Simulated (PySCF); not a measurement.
**SiCl2F (SMILES F[Si](Cl)Cl) at 6 levels**

We compute a comparison of 6 runs (UB2PLYP/STO-6G, UPBE/STO-6G, UPBE0/STO-6G, UMP2/STO-6G, NEVPT2(3,3)/STO-6G, ROCCSD(T)/STO-6G) of SiCl2F. Input form: a Python script.

Program for the calculation: PySCF 2.14.0.

6 further runs of the same task are left out: 1 that didn't finish, 5 set aside as unsound or not needed.

## (1) The system as given

SiCl2F has 4 atoms, charge 0, and is taken as a doublet. As SMILES, `F[Si](Cl)Cl`. The F1–Si2 distance was set to 4.533 Å, away from the relaxed value. At this shape a bond of the SMILES string is far longer than usual.

Bond lengths: Si2–Cl3 2.009 Å, Si2–Cl4 2.009 Å. Angles: Cl3–Si2–Cl4 115.3°.

## (2) A single-point energy at UB2PLYP/STO-6G (run 1)

Input file job.py:

```python
from pyscf import gto, dft, mp

system = gto.M(
    atom='''
F      6.073661    -0.555702     5.669532
Si     0.118883    -0.797880    -0.483033
Cl    -3.186815    -0.754398     1.382788
Cl     0.822333     2.263646    -2.614096
''',
    spin=1,
    basis='sto-6g',
    verbose=3,
    max_memory=1860,
    unit='bohr',
)

mf = dft.UKS(system, xc='0.53*HF + 0.47*B88, 0.73*LYP')
mf.grids.level = 5
mf.conv_tol = 1e-10
mf.kernel()
if not mf.converged:
    mf = mf.newton().run(mf.mo_coeff, mf.mo_occ)

pt = mp.MP2(mf, frozen=16).run()
energy = mf.e_tot + 0.27 * pt.e_corr
print('PT2 part  %.8f' % (0.27 * pt.e_corr))
print('E = %.10f Eh' % energy)
```

Run with:

```console
$ OMP_NUM_THREADS=1 python job.py
```

Output:

```text
WARN: HOMO -0.263621905273125 >= LUMO -0.263621905273126

WARN: HOMO -0.0726293242753673 >= LUMO -0.0726301558942072

converged SCF energy = -1304.33870664453  <S^2> = 0.75000008  2S+1 = 2.0000001
E(UMP2) = -1304.39564196739  E_corr = -0.0569353228629496
E(SCS-UMP2) = -1304.39834382265  E_corr = -0.0596371781186493
PT2 part  -0.01537254
E = -1304.3540791817 Eh
```

It took 14 s on 1 thread of Arm Neoverse V1, shared host; peak memory 0.26 GiB.

## (3) The energy at UPBE/STO-6G (run 2)

Input file job.py:

```python
from pyscf import gto, dft

molecule = gto.Mole()
molecule.atom = '''
F      3.214043    -0.294065     3.000187
Si     0.062910    -0.422220    -0.255610
Cl    -1.686390    -0.399210     0.731740
Cl     0.435160     1.197870    -1.383320
'''
molecule.max_memory = 1860
molecule.spin = 1
molecule.verbose = 3
molecule.basis = 'sto-6g'
molecule.build()

mf = dft.UKS(molecule, xc='pbe')
mf.grids.level = 5
mf.conv_tol = 1e-10
mf.kernel()
if not mf.converged:
    mf = mf.newton().run(mf.mo_coeff, mf.mo_occ)

energy = mf.e_tot
print(f'total energy: {energy:.8f} hartree')
```

Run with:

```console
$ OMP_NUM_THREADS=1 python job.py
```

Output:

```text
WARN: HOMO -0.261205725937944 >= LUMO -0.261205725937946

WARN: HOMO 0.0969364475273356 >= LUMO 0.0969420110693682

WARN: HOMO 0.0323178924472268 >= LUMO 0.0323309965524471

WARN: HOMO -0.124833403097769 >= LUMO -0.125834134101784

WARN: HOMO -0.12596459662811 >= LUMO -0.127007188124383

converged SCF energy = -1304.2585693576  <S^2> = 0.7500001  2S+1 = 2.0000001
total energy: -1304.25856936 hartree
```

Wall time 26 s (1 thread of Arm Neoverse V1, shared host); peak memory 0.26 GiB.

## (4) The energy at UPBE0/STO-6G (run 3)

Input file job.py:

```python
from pyscf import gto, dft

mol = gto.M(
    atom=[
    ('F', (3.214043, -0.294065, 3.000187)),
    ('Si', (0.062910, -0.422220, -0.255610)),
    ('Cl', (-1.686390, -0.399210, 0.731740)),
    ('Cl', (0.435160, 1.197870, -1.383320)),
],
    max_memory=1860,
    spin=1,
    verbose=3,
    charge=0,
    basis='sto-6g',
)

ks = dft.UKS(mol, xc='pbe0')
ks.grids.level = 5
ks.conv_tol = 1e-10
ks.kernel()
if not ks.converged:
    ks = ks.newton().run(ks.mo_coeff, ks.mo_occ)

e_tot = ks.e_tot
print('E = %.10f Eh' % e_tot)
```

Run with:

```console
$ OMP_NUM_THREADS=1 python job.py
```

Output:

```text
WARN: HOMO -0.270858853413991 >= LUMO -0.270858853413988

WARN: HOMO 0.0751267531177146 >= LUMO 0.0751260343785362

converged SCF energy = -1304.45673765561  <S^2> = 0.7500003  2S+1 = 2.0000003
E = -1304.4567376556 Eh
```

It took 20 s on 1 thread of Arm Neoverse V1, shared host; peak memory 0.26 GiB.

Runs 4 to 5 aren't shown in full; the table further down has their settings and results.

## (5) A single-point energy at ROCCSD(T)/STO-6G (run 6)

Input file job.py:

```python
from pyscf import gto, cc

mol = gto.Mole()
mol.atom = '''
F    3.214043  -0.294065   3.000187
Si   0.062910  -0.422220  -0.255610
Cl  -1.686390  -0.399210   0.731740
Cl   0.435160   1.197870  -1.383320
'''
mol.spin = 1
mol.verbose = 4
mol.max_memory = 1860
mol.basis = 'sto-6g'
mol.build()

mf = mol.ROHF()
mf.conv_tol = 1e-10
mf.kernel()
if not mf.converged:
    mf = mf.newton().run(mf.mo_coeff, mf.mo_occ)

mycc = cc.CCSD(mf, frozen=16)
mycc.kernel()
e_t = mycc.ccsd_t()
e_tot = mycc.e_tot + e_t
print('Final energy', e_tot)
```

Run with:

```console
$ OMP_NUM_THREADS=1 python job.py
```

Output:

```text
PySCF version 2.14.0

[INPUT] num. atoms = 4
[INPUT] num. electrons = 57
[INPUT] charge = 0
[INPUT] spin (= nelec alpha-beta = 2S) = 1
[INPUT] symmetry False subgroup None
[INPUT] Mole.unit = angstrom
[INPUT] Symbol           X                Y                Z      unit          X                Y                Z       unit  Magmom
[INPUT]  1 F      3.214043000000  -0.294065000000   3.000187000000 AA    6.073661022575  -0.555702312820   5.669531752480 Bohr   0.0
[INPUT]  2 Si     0.062910000000  -0.422220000000  -0.255610000000 AA    0.118882670496  -0.797880164314  -0.483032894700 Bohr   0.0
[INPUT]  3 Cl    -1.686390000000  -0.399210000000   0.731740000000 AA   -3.186815239205  -0.754397566188   1.382788194389 Bohr   0.0
[INPUT]  4 Cl     0.435160000000   1.197870000000  -1.383320000000 AA    0.822333220366   2.263646232833  -2.614095942633 Bohr   0.0

nuclear repulsion = 215.134253986602
number of shells = 18
number of NR pGTOs = 192
number of NR cGTOs = 32
basis = sto-6g
ecp = {}

[... 28 lines left out ...]
WARN: HOMO 0.228278053392701 >= LUMO 0.156605877576652
[... 3 lines left out ...]
WARN: HOMO 0.154709755094007 >= LUMO 0.153509609074347
[... 5 lines left out ...]
WARN: HOMO 0.0613368180682031 >= LUMO 0.0159588532694334
[... 30 lines left out ...]
converged SCF energy = -1302.83327799248
[... 1 line left out ...]
WARN: RCCSD method does not support ROHF method. ROHF object is converted to UHF object and UCCSD method is called.
[... 12 lines left out ...]
Init t2, MP2 energy = -0.0376497347392614
[... 12 lines left out ...]
UCCSD converged
[... 2 lines left out ...]
Final energy -1302.885458359437
```

Run time: 1.7 s. Hardware: 1 thread of Arm Neoverse V1, shared host; peak memory 0.12 GiB.

## (6) All runs side by side

| run | level | frozen core orbitals | integration grid | energy (Eh) | dipole moment (D) of the reference | HOMO energy (eV) | LUMO energy (eV) | wall time |
| --- | --- | --- | --- | --- | --- | --- | --- | --- |
| 1 | UB2PLYP/STO-6G | 16 | 5 | -1304.354079 | 1.63 | -6.00 | 1.53 | 14 s |
| 2 | UPBE/STO-6G | – | 5 | -1304.258569 | 1.32 | -3.07 | -2.39 | 26 s |
| 3 | UPBE0/STO-6G | – | 5 | -1304.456738 | 1.47 | -5.03 | 0.08 | 20 s |
| 4 | UMP2/STO-6G | 16 | – | -1302.870928 | 1.79 | -7.70 | 4.04 | 1.6 s |
| 5 | NEVPT2(3,3)/STO-6G | – | – | -1302.877636 | 1.79 | – | – | 1.9 s |
| 6 | ROCCSD(T)/STO-6G | 16 | – | -1302.885458 | 1.79 | – | – | 1.7 s |

## (7) Results

```
                                           quantity           value
                                run 6: total energy  -1302.88546 Eh
        run 6: dipole moment (Hartree–Fock density)          1.79 D
run 6: correlation energy (16 core orbitals frozen)       -52.2 mEh
                              run 6: (T) correction       -2.21 mEh
           run 6: ⟨S²⟩ of the reference determinant           0.750
                               run 6: T1 diagnostic           0.009
```

What this shows: Over runs 1, 2, 3 the dipole moment (its size) runs from 1.32 D (UPBE/STO-6G) to 1.63 D (UB2PLYP/STO-6G). A double hybrid's value is that of its SCF part. Totals of different functionals can't be ranked against each other. In runs 1, 2, 3, 4, 5, 6 the basis is minimal, so the values are rough. All runs together took 64 s, the longest 26 s.
